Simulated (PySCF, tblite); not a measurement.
**C₂H₁₁AlO₂Si: geometry, infrared bands and NMR shifts**

Wanted: the infrared bands and NMR shifts of C₂H₁₁AlO₂Si (`C[O+]([AlH3-])CO[SiH3]`), by calculation.

The runs use tblite 0.8.0 and PySCF 2.14.0, with density-fitted response routines of our own; the level of theory stands in each step. All values are computed, except where a source is named. Atoms are numbered from 0 throughout.

## Step 1: The molecule as given

17 atoms, charge 0, multiplicity 1; geometry from: force field or distance geometry start.

Bonds of the start (Å): C0–O1 1.31, O1–Al2 1.85, O1–C3 1.31, C3–O4 1.38, O4–Si5 1.70, C0–H6 1.13, C0–H7 1.16, C0–H8 1.09, Al2–H9 1.60, Al2–H10 1.59, Al2–H11 1.60, C3–H12 1.14, C3–H13 1.15, Si5–H14 1.50, Si5–H15 1.48, Si5–H16 1.46.

## Step 2: Relaxing the molecule with GFN2-xTB

What the job is given:

```
{"job": {"kind": "relax", "xc": "GFN2-xTB", "basis": "xTB"}, "charge": 0, "multiplicity": 1}
C      0.151400     1.314500    -0.012600
O      0.561700     0.082500     0.163900
Al     2.238400    -0.076700     0.936300
C      0.038400    -1.069000    -0.176600
O     -1.193300    -1.401600     0.336700
Si    -2.387100    -0.343100    -0.237700
H     -0.035200     1.615200    -1.085800
H      0.933900     2.106200     0.313000
H     -0.723000     1.585900     0.577300
H      2.166500    -1.344500     1.917700
H      2.509400     1.264800     1.746500
H      3.324600    -0.305900    -0.211200
H     -0.004100    -1.126400    -1.316800
H      0.726100    -1.972100     0.028300
H     -3.528600    -1.215600    -0.665900
H     -2.865200     0.622900     0.779400
H     -1.920900     0.275000    -1.477300
```

On the command line:

```sh
OMP_NUM_THREADS=1 python probes_run.py task.json out
```

This one command runs all jobs of the session in turn.

**Question.** This job is followed by: GFN2-xTB harmonic vibrations, gas phase; GIAO PBE0/pcSseg-1 NMR shielding, non-relativistic, gas phase. What will the session give for the following? strongest single infrared mode (GFN2-xTB); zero-point energy (GFN2-xTB); ¹³C shifts against TMS (PBE0/pcSseg-1); ¹H shifts against TMS (PBE0/pcSseg-1, means over atoms taken as alike); ¹⁷O shifts against H2O (PBE0/pcSseg-1); ²⁷Al shifts against AlH4- (PBE0/pcSseg-1); ²⁹Si shifts against TMS (PBE0/pcSseg-1); surface potential, 1st and 99th percentile.

The runs gave:

| quantity | value |
| --- | --- |
| strongest single infrared mode (GFN2-xTB) | 819 cm⁻¹, 522 km/mol |
| zero-point energy (GFN2-xTB) | 73.8 kcal/mol |
| ¹³C shifts against TMS (PBE0/pcSseg-1) | 94.5, 56.4 ppm |
| ¹H shifts against TMS (PBE0/pcSseg-1, means over atoms taken as alike) | 5.44, 4.97, 4.31, 3.97 ppm |
| ¹⁷O shifts against H2O (PBE0/pcSseg-1) | 42.6, 41.4 ppm |
| ²⁷Al shifts against AlH4- (PBE0/pcSseg-1) | 80.6 ppm |
| ²⁹Si shifts against TMS (PBE0/pcSseg-1) | -33.9 ppm |
| surface potential, 1st and 99th percentile | -1.16 V and 1.48 V |

What this shows: Over 271 steps the energy fell by 1.741 eV; of the close pairs, C0–O1 changed most, 1.310 to 1.417 Å. All 45 modes are real, so the xTB geometry is a minimum. The strongest single mode, at 819 cm⁻¹, has its largest shares on H14, H15 and H16 (the list is cut at 3 atoms). GFN2-xTB is a fitted tight-binding method: band positions and strengths are rough. Its intensities can rank the bands wrongly. The most deshielded hydrogen is H12, H13 (mean) (hydrogen on an sp3 CH2 bonded to 2 O), at 5.44 ppm: its carbon carries O, which withdraws density.
